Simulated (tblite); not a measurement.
# CH7NO2Si3: the cost of one run

Computed with tblite 0.8.0 and PySCF 2.14.0; each step states its level. No surroundings beyond the atoms listed, unless a continuum is named. Atoms count from 0, parts from 1.

## (1) Starting point

14 atoms, charge 0, multiplicity 1; geometry: distance geometry start.

## (2) Relaxing the cluster with GFN2-xTB

Job settings and geometry (Å):

```
{"job": {"kind": "relax", "xc": "GFN2-xTB", "basis": "xTB"}, "charge": 0, "multiplicity": 1}
Si    -0.594127     0.886705    -0.422057
O      1.088740     0.641939     0.066721
Si     1.637080    -0.466007     1.340523
O     -1.397278    -0.677739    -0.548822
Si    -1.100472    -1.887269    -1.801837
C     -0.625580     1.738010    -2.064752
N     -0.887289     2.246689    -3.364859
H     -1.232734     1.679667     0.540799
H      2.381510     0.257804     2.312076
H      0.515856    -1.017183     1.983957
H      2.461503    -1.495390     0.776451
H     -1.644975    -1.409301    -3.028476
H     -1.736799    -3.105214    -1.481551
H      0.302597    -2.089811    -1.943151
```

With the program's defaults for keys left out, this is: GFN2-xTB geometry optimisation, gas phase.

The run is started by

```console
> OMP_NUM_THREADS=1 python cluster_run.py task.json out
```

This one command runs all jobs of the session in turn.

Q: Estimate the wall time of this first job on 1 thread of Arm Neoverse V1, shared host.

About 4.5 s.
